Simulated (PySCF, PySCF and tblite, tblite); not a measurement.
# ClGeH₄P₂−: a path driven as pyramidal inversion, and NMR exchange, part 3 of 3

PySCF and tblite. Atoms count from 0. The steps go on from the part before.

## (14) Second level: BHandHLYP/pcSseg-1 + D3(BJ), IEF-PCM benzene

What the job is given:

```
{"job": {"smiles": "[PH2][Ge-]([PH2])[Cl]", "charge": -1, "mult": 1, "motion": "inversion", "what": "anion", "atoms": [1], "drives": [{"terms": [["t", [3, 0, 2, 1], 0.3333333333333333], ["t", [0, 2, 3, 1], 0.3333333333333333], ["t", [2, 3, 0, 1], 0.3333333333333333]], "neg": true, "n": 8}], "study": "path", "level": {"kind": "nmr", "xc": "BHandHLYP", "basis": "pcSseg-1", "wide": true, "solvent": "benzene"}, "fields": [60, 270, 800], "first": 2, "seed": 369, "refine": {"xc": "B3LYP", "basis": "def2-SVP"}, "kind": "pathvar"}, "charge": -1, "multiplicity": 1}
P     -1.644315    -0.185220     0.953270
Ge    -0.165199     0.268023    -0.914620
P      1.863185     0.128577     0.407734
Cl    -0.365940     2.516051    -0.920105
H     -1.461141    -1.544990     0.782894
H     -2.750881    -0.208900     0.123836
H      1.880147    -1.246024     0.259398
H      2.653202     0.281894    -0.716973
```

Output:

```text
stationary points (kcal/mol above the start)
  n  kind          group   xTB      DFT    lowest mode
  0  minimum      Cs       0.00     0.00      69.1
  1  saddle       C1      24.76    30.09    -116.7
  2  minimum      Cs       1.83    -1.33      81.0

GFN2-xTB energies: T/K, barrier G, reaction G (kcal/mol), k forward, k back (1/s)
 150.00    23.81     1.86   1.28e-22   6.65e-20
 200.00    23.81     1.85   8.01e-14   8.42e-12
 250.00    23.81     1.83    1.6e-08    6.3e-07
 298.15    23.81     1.79   4.35e-05   0.000899
 350.00    23.82     1.75     0.0195      0.242
 400.00    23.84     1.71       1.58       13.6
 500.00    23.88     1.61        760   3.85e+03

B3LYP-D3(BJ)/def2-SVP energies: T/K, barrier G, reaction G (kcal/mol), k forward, k back (1/s)
 150.00    31.61    -1.22   5.43e-34   8.97e-36
 200.00    31.61    -1.24   2.37e-22   1.05e-23
 250.00    31.61    -1.26    2.4e-15   1.89e-16
 298.15    31.62    -1.29   8.28e-11   9.33e-12
 350.00    31.63    -1.33   2.61e-07   3.83e-08
 400.00    31.64    -1.38   8.61e-05   1.52e-05
 500.00    31.68    -1.48      0.295     0.0668

BHandHLYP/pcSseg-1 + D3(BJ) energies: T/K, barrier G, reaction G (kcal/mol), k forward, k back (1/s)
 150.00    30.52    -1.31   2.14e-32   2.64e-34
 200.00    30.52    -1.33   3.74e-21   1.33e-22
 250.00    30.52    -1.35   2.18e-14   1.44e-15
 298.15    30.52    -1.38   5.26e-10   5.11e-11
 350.00    30.53    -1.42   1.26e-06   1.63e-07
 400.00    30.54    -1.47   0.000342    5.4e-05
 500.00    30.59    -1.56      0.888      0.184

BHandHLYP/pcSseg-1 + D3(BJ), IEF-PCM benzene energies: T/K, barrier G, reaction G (kcal/mol), k forward, k back (1/s)
 150.00    29.14    -1.29    2.2e-30   2.89e-32
 200.00    29.14    -1.31   1.21e-19   4.51e-21
 250.00    29.14    -1.33   3.51e-13   2.41e-14
 298.15    29.14    -1.36   5.41e-09   5.43e-10
 350.00    29.15    -1.40   9.17e-06   1.22e-06
 400.00    29.16    -1.45    0.00194   0.000315
 500.00    29.21    -1.54       3.56      0.754
```

It took 3 min on 1 thread of Arm Neoverse V2, shared host; peak memory 0.79 GiB. This counts the runs that the step sums up.

Barriers by level (kcal/mol; entropies in cal/(mol K)). Zero-point and thermal terms come from xTB in every row. ΔG‡ leaves symmetry out; the rate counts equivalent paths (a factor of 2); effective ΔG‡, where given, is the barrier that would give that rate by Eyring's equation alone:

| level | ΔE‡ | with zero-point | ΔH‡ | ΔS‡ | ΔG‡ (298 K) | ΔE of reaction | k at 298 K (1/s) | effective ΔG‡ |
| --- | --- | --- | --- | --- | --- | --- | --- | --- |
| GFN2-xTB | 24.76 | 23.82 | 23.73 | -0.3 | 23.81 | 1.83 | 4.4e-05 | 23.40 |
| B3LYP-D3(BJ)/def2-SVP | 32.57 | 31.62 | 31.54 | -0.3 | 31.62 | -1.26 | 8.3e-11 | 31.21 |
| BHandHLYP/pcSseg-1 + D3(BJ) | 31.47 | 30.53 | 30.44 | -0.3 | 30.52 | -1.35 | 5.3e-10 | 30.11 |
| BHandHLYP/pcSseg-1 + D3(BJ), IEF-PCM benzene | 30.09 | 29.15 | 29.06 | -0.3 | 29.14 | -1.33 | 5.4e-09 | 28.73 |

## (15) Shieldings, start: PBE0/pcseg-1

What the job is given:

```
{"job": {"kind": "nmr", "xc": "PBE0", "basis": "pcseg-1", "pop": false}, "charge": -1, "multiplicity": 1}
P     -1.605903    -0.171790     0.914546
Ge    -0.188823     0.315735    -1.064550
P      1.830520     0.161419     0.370241
Cl    -0.392259     2.650521    -0.873372
H     -1.393807    -1.593715     0.826464
H     -2.826401    -0.269014     0.160056
H      1.824841    -1.278717     0.368653
H      2.760889     0.194973    -0.726602
```

Output:

```text
coarse grid: 36448 points
cycle   1  E = -3221.4309138902  dE = -9.062e-01  |g| = 3.485e-01  |ddm| = 2.964e+00
cycle   2  E = -3221.4054297681  dE =  2.548e-02  |g| = 4.553e-01  |ddm| = 1.460e+00
cycle   3  E = -3221.4789607755  dE = -7.353e-02  |g| = 3.966e-02  |ddm| = 8.054e-01
cycle   4  E = -3221.4795043519  dE = -5.436e-04  |g| = 2.146e-02  |ddm| = 1.598e-01
cycle   5  E = -3221.4796756787  dE = -1.713e-04  |g| = 3.725e-03  |ddm| = 4.832e-02
cycle   6  E = -3221.4796808208  dE = -5.142e-06  |g| = 8.117e-04  |ddm| = 7.159e-03
final grid: 70128 points
cycle   7  E = -3221.4796518040  dE =  1.087e-07  |g| = 1.005e-03  |ddm| = 3.839e-03
cycle   8  E = -3221.4796514497  dE =  3.543e-07  |g| = 1.367e-03  |ddm| = 5.050e-03
cycle   9  E = -3221.4796522288  dE = -7.791e-07  |g| = 6.647e-05  |ddm| = 2.935e-03
cycle  10  E = -3221.4796522305  dE = -1.658e-09  |g| = 1.461e-05  |ddm| = 1.330e-04
cycle  11  E = -3221.4796522305  dE = -7.003e-11  |g| = 2.703e-06  |ddm| = 2.836e-05
converged SCF energy = -3221.4796522305

GIAO shielding tensors (ppm)
atom      isotropic    diamagn.    paramagn.     s11        s22        s33       span
  0 P      516.037     965.478    -449.441    413.338    553.862    580.912    167.574
  1 Ge    1182.673    2751.709   -1569.036    902.875   1213.444   1431.700    528.825
  2 P      514.773     965.455    -450.682    415.644    546.948    581.728    166.084
  3 Cl     983.071    1148.719    -165.648    921.507    984.745   1042.961    121.455
  4 H       30.368      29.252       1.116     25.561     28.350     37.193     11.632
  5 H       29.758      29.337       0.421     25.338     27.534     36.402     11.064
  6 H       30.370      29.241       1.128     25.505     28.521     37.083     11.578
  7 H       29.754      29.355       0.399     25.343     27.456     36.463     11.120
```

Run time: 5.7 s. Hardware: 1 thread of Arm Neoverse V2, shared host; peak memory 0.57 GiB.

Key values: HOMO -1.35 eV, LUMO 3.92 eV.

## (16) Single-point energy, saddle of leg 1: PBE0/pcseg-1

What the job is given:

```
{"job": {"kind": "sp", "xc": "PBE0", "basis": "pcseg-1", "pop": false}, "charge": -1, "multiplicity": 1}
P     -1.478584    -0.024098     0.783759
Ge     0.214765     1.162974    -0.415394
P      1.977615    -0.504265     0.749791
Cl    -1.866986     2.571038    -1.344995
H     -1.025056    -1.380943     0.712714
H     -2.440212    -0.109174    -0.259415
H      1.572719    -1.592875    -0.093882
H      3.045739    -0.122656    -0.132578
```

Output:

```text
coarse grid: 36448 points
cycle   1  E = -3221.3571401674  dE = -9.616e-01  |g| = 4.288e-01  |ddm| = 2.931e+00
cycle   2  E = -3221.1832652227  dE =  1.739e-01  |g| = 8.094e-01  |ddm| = 2.073e+00
cycle   3  E = -3221.4265064021  dE = -2.432e-01  |g| = 1.055e-01  |ddm| = 1.389e+00
cycle   4  E = -3221.4306862958  dE = -4.180e-03  |g| = 4.359e-02  |ddm| = 3.176e-01
cycle   5  E = -3221.4313637222  dE = -6.774e-04  |g| = 1.422e-02  |ddm| = 1.034e-01
cycle   6  E = -3221.4314492436  dE = -8.552e-05  |g| = 3.503e-03  |ddm| = 4.109e-02
cycle   7  E = -3221.4314545064  dE = -5.263e-06  |g| = 7.584e-04  |ddm| = 8.574e-03
final grid: 70128 points
cycle   8  E = -3221.4315044226  dE = -7.799e-08  |g| = 7.045e-04  |ddm| = 2.906e-03
cycle   9  E = -3221.4315043779  dE =  4.478e-08  |g| = 7.720e-04  |ddm| = 3.022e-03
cycle  10  E = -3221.4315046356  dE = -2.577e-07  |g| = 1.002e-04  |ddm| = 1.728e-03
cycle  11  E = -3221.4315046398  dE = -4.193e-09  |g| = 1.277e-05  |ddm| = 2.195e-04
cycle  12  E = -3221.4315046399  dE = -6.003e-11  |g| = 5.267e-06  |ddm| = 3.823e-05
converged SCF energy = -3221.4315046399
```

Wall time 2.9 s (1 thread of Arm Neoverse V2, shared host); peak memory 0.51 GiB.

This run: HOMO -1.43 eV, LUMO 1.12 eV.

## (17) Shieldings, end: PBE0/pcseg-1

What the job is given:

```
{"job": {"kind": "nmr", "xc": "PBE0", "basis": "pcseg-1", "pop": false}, "charge": -1, "multiplicity": 1}
P     -1.534782    -0.569990     1.088398
Ge    -0.034441     1.287852     0.461340
P      1.893412    -0.251709     0.551388
Cl    -0.398510     1.259487    -1.865249
H     -1.419253    -1.314134    -0.129407
H     -2.730250     0.088071     0.645147
H      1.532880    -1.068654    -0.567449
H      2.745642     0.578884    -0.249566
```

Output:

```text
coarse grid: 36448 points
cycle   1  E = -3221.4390098292  dE = -8.973e-01  |g| = 3.287e-01  |ddm| = 2.970e+00
cycle   2  E = -3221.4302429113  dE =  8.767e-03  |g| = 3.865e-01  |ddm| = 1.286e+00
cycle   3  E = -3221.4807984581  dE = -5.056e-02  |g| = 4.005e-02  |ddm| = 6.637e-01
cycle   4  E = -3221.4813618991  dE = -5.634e-04  |g| = 1.887e-02  |ddm| = 1.349e-01
cycle   5  E = -3221.4814974451  dE = -1.355e-04  |g| = 2.362e-03  |ddm| = 3.809e-02
cycle   6  E = -3221.4814995300  dE = -2.085e-06  |g| = 7.697e-04  |ddm| = 5.681e-03
final grid: 70128 points
cycle   7  E = -3221.4815057982  dE = -4.548e-08  |g| = 7.968e-04  |ddm| = 3.555e-03
cycle   8  E = -3221.4815057266  dE =  7.160e-08  |g| = 9.134e-04  |ddm| = 3.473e-03
cycle   9  E = -3221.4815060432  dE = -3.166e-07  |g| = 9.208e-05  |ddm| = 1.952e-03
cycle  10  E = -3221.4815060467  dE = -3.418e-09  |g| = 8.304e-06  |ddm| = 1.914e-04
cycle  11  E = -3221.4815060467  dE = -9.095e-13  |g| = 3.022e-06  |ddm| = 2.206e-05
converged SCF energy = -3221.4815060467

GIAO shielding tensors (ppm)
atom      isotropic    diamagn.    paramagn.     s11        s22        s33       span
  0 P      488.815     966.593    -477.778    397.250    495.537    573.658    176.408
  1 Ge    1226.328    2751.819   -1525.491    922.361   1206.407   1550.216    627.854
  2 P      488.957     966.600    -477.643    401.513    492.455    572.904    171.391
  3 Cl     860.980    1149.517    -288.537    787.042    825.306    970.592    183.550
  4 H       29.395      29.315       0.080     25.476     28.082     34.628      9.152
  5 H       29.521      29.809      -0.288     25.722     27.013     35.827     10.104
  6 H       29.400      29.341       0.059     25.481     28.085     34.634      9.153
  7 H       29.530      29.813      -0.283     25.722     27.049     35.819     10.097
```

Wall time 5.7 s (1 thread of Arm Neoverse V2, shared host); peak memory 0.57 GiB.

Key values: HOMO -1.58 eV, LUMO 3.62 eV.

## (18) Second level: PBE0/pcseg-1 + D3(BJ)

What the job is given:

```
{"job": {"smiles": "[PH2][Ge-]([PH2])[Cl]", "charge": -1, "mult": 1, "motion": "inversion", "what": "anion", "atoms": [1], "drives": [{"terms": [["t", [3, 0, 2, 1], 0.3333333333333333], ["t", [0, 2, 3, 1], 0.3333333333333333], ["t", [2, 3, 0, 1], 0.3333333333333333]], "neg": true, "n": 8}], "study": "path", "level": {"kind": "nmr", "xc": "PBE0", "basis": "pcseg-1", "wide": true}, "fields": [60, 270, 800], "first": 2, "seed": 369, "refine": {"xc": "B3LYP", "basis": "def2-SVP"}, "kind": "pathvar"}, "charge": -1, "multiplicity": 1}
P     -1.644315    -0.185220     0.953270
Ge    -0.165199     0.268023    -0.914620
P      1.863185     0.128577     0.407734
Cl    -0.365940     2.516051    -0.920105
H     -1.461141    -1.544990     0.782894
H     -2.750881    -0.208900     0.123836
H      1.880147    -1.246024     0.259398
H      2.653202     0.281894    -0.716973
```

Output:

```text
stationary points (kcal/mol above the start)
  n  kind          group   xTB      DFT    lowest mode
  0  minimum      Cs       0.00     0.00      69.1
  1  saddle       C1      24.76    30.35    -116.7
  2  minimum      Cs       1.83    -1.36      81.0

GFN2-xTB energies: T/K, barrier G, reaction G (kcal/mol), k forward, k back (1/s)
 150.00    23.81     1.86   1.28e-22   6.65e-20
 200.00    23.81     1.85   8.01e-14   8.42e-12
 250.00    23.81     1.83    1.6e-08    6.3e-07
 298.15    23.81     1.79   4.35e-05   0.000899
 350.00    23.82     1.75     0.0195      0.242
 400.00    23.84     1.71       1.58       13.6
 500.00    23.88     1.61        760   3.85e+03

B3LYP-D3(BJ)/def2-SVP energies: T/K, barrier G, reaction G (kcal/mol), k forward, k back (1/s)
 150.00    31.61    -1.22   5.43e-34   8.97e-36
 200.00    31.61    -1.24   2.37e-22   1.05e-23
 250.00    31.61    -1.26    2.4e-15   1.89e-16
 298.15    31.62    -1.29   8.28e-11   9.33e-12
 350.00    31.63    -1.33   2.61e-07   3.83e-08
 400.00    31.64    -1.38   8.61e-05   1.52e-05
 500.00    31.68    -1.48      0.295     0.0668

BHandHLYP/pcSseg-1 + D3(BJ) energies: T/K, barrier G, reaction G (kcal/mol), k forward, k back (1/s)
 150.00    30.52    -1.31   2.14e-32   2.64e-34
 200.00    30.52    -1.33   3.74e-21   1.33e-22
 250.00    30.52    -1.35   2.18e-14   1.44e-15
 298.15    30.52    -1.38   5.26e-10   5.11e-11
 350.00    30.53    -1.42   1.26e-06   1.63e-07
 400.00    30.54    -1.47   0.000342    5.4e-05
 500.00    30.59    -1.56      0.888      0.184

PBE0/pcseg-1 + D3(BJ) energies: T/K, barrier G, reaction G (kcal/mol), k forward, k back (1/s)
 150.00    29.39    -1.32   9.32e-31   1.09e-32
 200.00    29.39    -1.34   6.33e-20   2.17e-21
 250.00    29.39    -1.36    2.1e-13   1.35e-14
 298.15    29.40    -1.40   3.51e-09   3.33e-10
 350.00    29.41    -1.44   6.34e-06   8.04e-07
 400.00    29.42    -1.48    0.00141   0.000219
 500.00    29.46    -1.58       2.75      0.563
```

Run time: 3.3 min. Hardware: 1 thread of Arm Neoverse V2, shared host; peak memory 0.79 GiB. This counts the runs that the step sums up.

Barriers by level (kcal/mol; entropies in cal/(mol K)). Zero-point and thermal terms come from xTB in every row. ΔG‡ leaves symmetry out; the rate counts equivalent paths (a factor of 2); effective ΔG‡, where given, is the barrier that would give that rate by Eyring's equation alone:

| level | ΔE‡ | with zero-point | ΔH‡ | ΔS‡ | ΔG‡ (298 K) | ΔE of reaction | k at 298 K (1/s) | effective ΔG‡ |
| --- | --- | --- | --- | --- | --- | --- | --- | --- |
| GFN2-xTB | 24.76 | 23.82 | 23.73 | -0.3 | 23.81 | 1.83 | 4.4e-05 | 23.40 |
| B3LYP-D3(BJ)/def2-SVP | 32.57 | 31.62 | 31.54 | -0.3 | 31.62 | -1.26 | 8.3e-11 | 31.21 |
| BHandHLYP/pcSseg-1 + D3(BJ) | 31.47 | 30.53 | 30.44 | -0.3 | 30.52 | -1.35 | 5.3e-10 | 30.11 |
| PBE0/pcseg-1 + D3(BJ) | 30.35 | 29.40 | 29.32 | -0.3 | 29.40 | -1.36 | 3.5e-09 | 28.99 |

## (19) Summary of results

The summary covers parts 1 to 3.

| quantity | value |
| --- | --- |
| barrier (BHandHLYP/pcSseg-1 + D3(BJ)) | ΔE‡ 31.5, ΔG‡(298 K) 30.5 kcal/mol |
| barrier (GFN2-xTB) | ΔE‡ 24.8 kcal/mol |
| rate at 298 K | 5.3e-10 s⁻¹ |
| end of the path | -1.4 kcal/mol from the start |

In words: A saddle search ended well below the top of its band, so the motion through it may differ from the one first driven. The saddle has a nearly straight angle, P2–Ge1–Cl3 (176°), which it lacks at the start: the motion passes through an in-plane inversion or a T-shaped form rather than a plain rotation or pyramidal inversion. The barrier is 31.5 kcal/mol at the DFT level (xTB: 24.8); with thermal terms and the count of paths the DFT value gives a rate of 5.3e-10 s⁻¹ at 298 K. An error of 1.4 kcal/mol changes that rate tenfold. BHandHLYP/pcSseg-1 + D3(BJ), IEF-PCM benzene moves the barrier from 31.5 to 30.1 kcal/mol. PBE0/pcseg-1 + D3(BJ) moves the barrier from 31.5 to 30.4 kcal/mol.
